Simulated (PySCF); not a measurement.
# GeH₅⁻: structure of the singlet

The task is one start of a wider search on GeH₅⁻: the singlet, from a square pyramidal start. It is relaxed, tested by its Hessian and followed downhill if it is a saddle.

Program: PySCF 2.14.0. Level of theory: PBE0, basis Ge def2-TZVPD, H def2-TZVPD, no relativity, density fitting. These are calculated values, not measurements.

### Step 1. Where the work starts

6 atoms, charge -1, spin multiplicity 1.

Bond lengths: Ge1–H2 1.530 Å, Ge1–H3 1.530 Å, Ge1–H4 1.530 Å, Ge1–H5 1.530 Å, Ge1–H6 1.530 Å. Angles: H2–Ge1–H3 102.0°, H2–Ge1–H4 102.0°, H2–Ge1–H5 102.0°, H2–Ge1–H6 102.0°, H3–Ge1–H4 87.5°, H3–Ge1–H5 156.0°, H3–Ge1–H6 87.5°, H4–Ge1–H5 87.5°, H4–Ge1–H6 156.0°, H5–Ge1–H6 87.5°.

```xyz
6
charge -1 multiplicity 1
Ge    0.0000    0.0000    0.0000
H     0.0000    0.0000    1.5300
H     1.4966    0.0000   -0.3181
H     0.0000    1.4966   -0.3181
H    -1.4966    0.0000   -0.3181
H     0.0000   -1.4966   -0.3181
```

### Step 2. First SCF at the start

The steps below are one call of a driver around PySCF. For each, scf.py gives the equivalent set-up of the SCF; relaxations use the driver's own optimiser. After this first run the driver tries any further starts and a stability analysis.

The input, scf.py:

```python
from pyscf import gto, scf, dft
mol = gto.M(atom='''
Ge     0.000000     0.000000     0.000000
H      0.000000     0.000000     1.530000
H      1.496600     0.000000    -0.318100
H      0.000000     1.496600    -0.318100
H     -1.496600     0.000000    -0.318100
H     -0.000000    -1.496600    -0.318100''',
    basis={'Ge': 'def2-TZVPD', 'H': 'def2-TZVPD'},
    charge=-1, spin=0)
mf = dft.RKS(mol, xc='PBE0')
mf.grids.atom_grid = (50, 194)
aux = {'Ge': 'def2-universal-JKFIT', 'H': 'def2-universal-JKFIT'}
mf = mf.density_fit(auxbasis=aux)
mf.conv_tol = 1e-08
mf.diis_space = 10
mf.max_cycle = 60
mf.init_guess = 'minao'
mf.verbose = 4
mf.kernel()
```

Started as:

```
OMP_NUM_THREADS=4 python axn.py task.json out
```

Output:

```text
init E= -2078.91461949558
  HOMO = -0.198702201195887  LUMO = -0.0178579861534303  gap/eV = 4.92102
cycle= 1 E= -2079.60696700675  delta_E= -0.692  |g|= 0.582  |ddm|= 2.12
  HOMO = 0.0625473775685057  LUMO = 0.179214379648243  gap/eV = 3.17467
cycle= 2 E= -2079.62722917034  delta_E= -0.0203  |g|= 0.556  |ddm|= 1.15
  HOMO = 0.0364127128201845  LUMO = 0.170812214537887  gap/eV = 3.65720
cycle= 3 E= -2079.64655263512  delta_E= -0.0193  |g|= 0.0385  |ddm|= 0.346
  HOMO = 0.022100720473536  LUMO = 0.165439479872132  gap/eV = 3.90045
cycle= 4 E= -2079.64694751508  delta_E= -0.000395  |g|= 0.0141  |ddm|= 0.0565
  HOMO = 0.0226562252927032  LUMO = 0.165515744988028  gap/eV = 3.88741
cycle= 5 E= -2079.64698994306  delta_E= -4.24e-05  |g|= 0.00161  |ddm|= 0.0204
  HOMO = 0.0224167917465472  LUMO = 0.165375597768886  gap/eV = 3.89011
cycle= 6 E= -2079.64699062369  delta_E= -6.81e-07  |g|= 0.000334  |ddm|= 0.00346
  HOMO = 0.0224148341855486  LUMO = 0.16535874656062  gap/eV = 3.88970
cycle= 7 E= -2079.64699066294  delta_E= -3.93e-08  |g|= 3.94e-05  |ddm|= 0.000871
  HOMO = 0.0224056335338618  LUMO = 0.165355252390891  gap/eV = 3.88986
cycle= 8 E= -2079.64699066365  delta_E= -7.11e-10  |g|= 4.8e-06  |ddm|= 0.000156
  HOMO = 0.0224053940321722  LUMO = 0.165354674586508  gap/eV = 3.88985
Extra cycle  E= -2079.64699066365  delta_E= -4.55e-13  |g|= 2.96e-06  |ddm|= 3.15e-05
converged SCF energy = -2079.64699066365
```

This step, with its further starts and checks, ran for 2.1 s (4 threads of Intel Xeon 6975P-C (Granite Rapids), shared host).

The test of internal stability found no lower closed-shell solution.

### Step 3. Square pyramidal start, singlet: relaxation

The program finds C4v symmetry in the start, which this walk keeps. Threshold on the gradient: 0.0003 Eh/bohr, with a further test on the energy change.

Changes to scf.py since step 2:

```diff
@@ -3,6 +3,6 @@
-Ge     0.000000     0.000000     0.000000
-H      0.000000     0.000000     1.530000
-H      1.496600     0.000000    -0.318100
-H      0.000000     1.496600    -0.318100
-H     -1.496600     0.000000    -0.318100
-H     -0.000000    -1.496600    -0.318100''',
+Ge     0.000000     0.000000    -0.003288
+H      0.000000     0.000000     1.526712
+H      1.496600     0.000000    -0.321388
+H      0.000000     1.496600    -0.321388
+H     -1.496600     0.000000    -0.321388
+H      0.000000    -1.496600    -0.321388''',
@@ -18 +17,0 @@
-mf.init_guess = 'minao'
```

The optimiser's trace:

| step | energy (Eh) | change (kJ/mol) | largest symmetric gradient (Eh/bohr) |
| --- | --- | --- | --- |
| 0 | -2079.646991 | 0.00 | 0.03814 |
| 1 | -2079.661939 | -39.25 | 0.01313 |
| 2 | -2079.664372 | -45.64 | 0.00302 |
| 3 | -2079.664527 | -46.04 | 0.00111 |
| 4 | -2079.664531 | -46.05 | 0.00042 |
| 5 | -2079.664531 | -46.05 | 0.00012 |

The walk took 4.2 s.

After 5 steps and 46.1 kJ/mol it ends at C4v: Ge–H 1.566 Å, Ge–H 1.658 Å (×4); H–Ge–H 87.6° (×4), H–Ge–H 101.8° (×4), H–Ge–H 156.4° (×2).

### Step 4. Is it a minimum? Harmonic modes

On the finer grid the gradient is checked again; gradients at displacements of ±0.02 bohr then give force constants and infrared intensities.

Changes to scf.py since step 3:

```diff
@@ -3,6 +3,6 @@
-Ge     0.000000     0.000000    -0.003288
-H      0.000000     0.000000     1.526712
-H      1.496600     0.000000    -0.321388
-H      0.000000     1.496600    -0.321388
-H     -1.496600     0.000000    -0.321388
-H      0.000000    -1.496600    -0.321388''',
+Ge    -0.000000     0.000000    -0.002403
+H      0.000000    -0.000000     1.563420
+H      1.623006     0.000000    -0.341618
+H     -0.000000     1.623006    -0.341618
+H     -1.623006    -0.000000    -0.341618
+H      0.000000    -1.623006    -0.341618''',
@@ -12 +12 @@
-mf.grids.atom_grid = (50, 194)
+mf.grids.atom_grid = (75, 302)
@@ -15 +15 @@
-mf.conv_tol = 1e-08
+mf.conv_tol = 1e-10
```

The driver hands on the density of the step before, so the log starts near convergence.

Log of the central SCF (cycles and frontier levels):

```text
init E= -2079.66447830825
  HOMO = 0.00518847760562124  LUMO = 0.154960418717915  gap/eV = 4.07550
cycle= 1 E= -2079.66447830825  delta_E= 2.73e-12  |g|= 1.57e-06  |ddm|= 1.49e-06
  HOMO = 0.00518844705160415  LUMO = 0.154960385189031  gap/eV = 4.07550
Extra cycle  E= -2079.66447830826  delta_E= -1.59e-11  |g|= 1.88e-06  |ddm|= 1.69e-06
converged SCF energy = -2079.66447830826
```

The whole step took 17 s.

Geometry: C4v; Ge–H 1.566 Å, Ge–H 1.658 Å (×4); H–Ge–H 87.6° (×4), H–Ge–H 101.8° (×4), H–Ge–H 156.4° (×2).

Harmonic modes (main isotopes):

```json
{"symmetry": "b1", "ω (cm⁻¹)": "401i", "IR (km/mol)": "0.0", "μ (u)": "1.01"}
{"symmetry": "a1", "ω (cm⁻¹)": "816", "IR (km/mol)": "310", "μ (u)": "1.06"}
{"symmetry": "e", "ω (cm⁻¹)": "818", "IR (km/mol)": "408", "μ (u)": "1.03"}
{"symmetry": "e", "ω (cm⁻¹)": "968", "IR (km/mol)": "1094", "μ (u)": "1.03"}
{"symmetry": "b1", "ω (cm⁻¹)": "1194", "IR (km/mol)": "0.0", "μ (u)": "1.01"}
{"symmetry": "b2", "ω (cm⁻¹)": "1212", "IR (km/mol)": "0.0", "μ (u)": "1.01"}
{"symmetry": "e", "ω (cm⁻¹)": "1551", "IR (km/mol)": "2206", "μ (u)": "1.02"}
{"symmetry": "a1", "ω (cm⁻¹)": "1778", "IR (km/mol)": "79.2", "μ (u)": "1.01"}
{"symmetry": "a1", "ω (cm⁻¹)": "2000", "IR (km/mol)": "264", "μ (u)": "1.02"}
```

1 mode is imaginary, the largest at 401i cm⁻¹: a saddle point, not a minimum.

Constants and moments:

```
Dipole moment about the centre of mass                          : 0.39 D
Highest occupied level                                          : 0.14 eV
Lowest empty level                                              : 4.22 eV
Rotational constants                                            : 2.045, 2.045, 1.587 cm⁻¹
Zero-point energy (real modes)                                  : 81.8 kJ/mol
Principal polarisabilities                                      : 52.8, 71.1, 71.1 bohr³
Principal traceless quadrupole moments about the centre of mass : -3.40, -3.40, 6.79 D Å
```

Charges (e) and bond orders:

| atom | Mulliken | Löwdin | polar tensor | Mayer order to Ge1 |
| --- | --- | --- | --- | --- |
| Ge1 | -1.39 | 0.04 | 1.41 | – |
| H2 | 0.08 | -0.20 | -0.34 | 0.95 |
| H3,4,5,6 | 0.08 | -0.21 | -0.52 | 0.92 |

Mulliken populations on Ge1: s 7.49, p 15.14, d 10.75, f 0.02.

### Step 5. Leaving the saddle point

The start is the last point, displaced along its most imaginary mode.

The program finds C2v symmetry in the start, which this walk keeps. Threshold on the gradient: 0.0003 Eh/bohr, with a further test on the energy change.

Changes to scf.py since step 4:

```diff
@@ -3,6 +3,6 @@
-Ge    -0.000000     0.000000    -0.002403
-H      0.000000    -0.000000     1.563420
-H      1.623006     0.000000    -0.341618
-H     -0.000000     1.623006    -0.341618
-H     -1.623006    -0.000000    -0.341618
-H      0.000000    -1.623006    -0.341618''',
+Ge     0.000000    -0.000000    -0.002667
+H     -0.000000     0.000000     1.563156
+H      1.573402     0.000000    -0.451150
+H     -0.000000     1.672609    -0.232614
+H     -1.573402    -0.000000    -0.451150
+H      0.000000    -1.672609    -0.232614''',
@@ -12 +12 @@
-mf.grids.atom_grid = (75, 302)
+mf.grids.atom_grid = (50, 194)
@@ -15 +15 @@
-mf.conv_tol = 1e-10
+mf.conv_tol = 1e-08
```

Energy and gradient, step by step:

| step | energy (Eh) | change (kJ/mol) | largest symmetric gradient (Eh/bohr) |
| --- | --- | --- | --- |
| 0 | -2079.665100 | 0.00 | 0.00167 |
| 1 | -2079.665337 | -0.62 | 0.00155 |
| 2 | -2079.665607 | -1.33 | 0.00188 |
| 3 | -2079.665926 | -2.17 | 0.00229 |
| 4 | -2079.666289 | -3.12 | 0.00269 |
| 5 | -2079.666679 | -4.15 | 0.00302 |
| 6 | -2079.667072 | -5.18 | 0.00323 |
| 7 | -2079.667950 | -7.48 | 0.00403 |
| 8 | -2079.668599 | -9.19 | 0.00080 |
| 9 | -2079.668663 | -9.36 | 0.00031 |
| 10 | -2079.668669 | -9.37 | 0.00010 |
| 11 | -2079.668669 | -9.37 | 0.00005 |

The walk took 8.3 s.

End point (D3h, 11 steps, 9.4 kJ/mol gained): Ge–H 1.584 Å (×3), Ge–H 1.726 Å (×2); H–Ge–H 90.0° (×6), H–Ge–H 120.0° (×3), H–Ge–H 180.0°.

### Step 6. Vibrations and properties at this point

As before: finer grid, then central differences.

Changes to scf.py since step 5:

```diff
@@ -3,6 +3,6 @@
-Ge     0.000000    -0.000000    -0.002667
-H     -0.000000     0.000000     1.563156
-H      1.573402     0.000000    -0.451150
-H     -0.000000     1.672609    -0.232614
-H     -1.573402    -0.000000    -0.451150
-H      0.000000    -1.672609    -0.232614''',
+Ge     0.000000    -0.000000     0.000000
+H     -0.000000    -0.000000     1.584184
+H      1.371943     0.000000    -0.792092
+H     -0.000000     1.726061     0.000000
+H     -1.371943    -0.000000    -0.792092
+H      0.000000    -1.726061    -0.000000''',
@@ -12 +12 @@
-mf.grids.atom_grid = (50, 194)
+mf.grids.atom_grid = (75, 302)
@@ -15 +15 @@
-mf.conv_tol = 1e-08
+mf.conv_tol = 1e-10
```

SCF at the final geometry:

```text
init E= -2079.66860219092
  HOMO = 0.00766984467074927  LUMO = 0.157202518958611  gap/eV = 4.06899
cycle= 1 E= -2079.66860219092  delta_E= -4.55e-13  |g|= 4.29e-06  |ddm|= 4.92e-06
  HOMO = 0.00766959557493418  LUMO = 0.1572023514317  gap/eV = 4.06899
Extra cycle  E= -2079.66860219092  delta_E= 7.28e-12  |g|= 5.44e-06  |ddm|= 5.28e-06
converged SCF energy = -2079.66860219092
```

The whole step ran for 15 s (4 threads of Intel Xeon 6975P-C (Granite Rapids), shared host).

Geometry: D3h; Ge–H 1.584 Å (×3), Ge–H 1.726 Å (×2); H–Ge–H 90.0° (×6), H–Ge–H 120.0° (×3), H–Ge–H 180.0°.

Modes, for the most abundant isotopes:

```
symmetry  ω (cm⁻¹)  IR (km/mol)  μ (u)
      e'       511          7.9   1.01
    a2''       809         1384   1.07
      e'       882          802   1.05
     e''      1094          0.0   1.01
     a1'      1182          0.0   1.01
    a2''      1330         1507   1.01
      e'      1877         1018   1.02
     a1'      1888          0.0   1.01
```

No imaginary mode, so this is a minimum.

Properties at this point:

| Item | Value |
| --- | --- |
| Dipole moment about the centre of mass | 0.00 D |
| Highest occupied level | 0.21 eV |
| Lowest empty level | 4.28 eV |
| Rotational constants | 2.222, 1.72, 1.72 cm⁻¹ |
| Zero-point energy | 83.4 kJ/mol |
| Principal polarisabilities | 56.7, 56.7, 82.0 bohr³ |
| Principal traceless quadrupole moments about the centre of mass | -10.61, 5.30, 5.30 D Å |
| Entropy at 298.15 K and 1 bar | 232.6 J/(mol K) |
| Heat capacity Cp at 298.15 K | 54.7 J/(mol K) |
| Enthalpy at 298.15 K above 0 K | 11.77 kJ/mol |
| Rotational symmetry number | 6 |

Charges (e) and bond orders:

```
  atom  Mulliken  Löwdin  polar tensor  Mayer order to Ge1
   Ge1     -1.31    0.05          1.44                   –
H2,3,5      0.06   -0.20         -0.39                0.93
  H4,6      0.07   -0.22         -0.63                0.92
```

Mulliken populations on Ge1: s 7.52, p 15.04, d 10.73, f 0.02.

### Step 7. The points found, side by side

| spin | group | bonds | imaginary modes (cm⁻¹) | ΔE (kJ/mol) | with zero-point energy |
| --- | --- | --- | --- | --- | --- |
| singlet | D3h | Ge–H 1.584 Å (×3), Ge–H 1.726 Å (×2) | none | 0.0 | 0.0 |
| singlet | C4v | Ge–H 1.566 Å, Ge–H 1.658 Å (×4) | 401i | 10.8 | – |

### Step 8. Summary of results

```
                            quantity                                                                                       value
                             minimum                                                                                singlet, D3h
                            geometry  Ge–H 1.584 Å (×3), Ge–H 1.726 Å (×2); H–Ge–H 90.0° (×6), H–Ge–H 120.0° (×3), H–Ge–H 180.0°
                  wavenumbers (cm⁻¹)  511 (e'), 809 (a2''), 882 (e'), 1094 (e''), 1182 (a1'), 1330 (a2''), 1877 (e'), 1888 (a1')
      dipole moment (centre of mass)                                                                                      0.00 D
highest occupied, lowest empty level                                                                               0.21, 4.28 eV
          polar-tensor charge of Ge1                                                                                     +1.44 e
                   zero-point energy                                                                                 83.4 kJ/mol
                 entropy at 298.15 K                                                                             232.6 J/(mol K)
```

**Reading.** From C4v at the start the molecule goes to a D3h minimum, after a stop at a saddle point 10.8 kJ/mol higher, from which it was pushed off along an imaginary mode. The strongest infrared band lies at 1330 cm⁻¹ (a2'', stretch). Only this shape and spin were tried, so other structures or states may lie lower. A highest occupied level above zero is common for anions with such functionals; it warns that the extra electron is poorly described.

The anion's highest level is positive in at least one run, so there the basis alone may hold the extra electron.

The search up to here took 47 s.
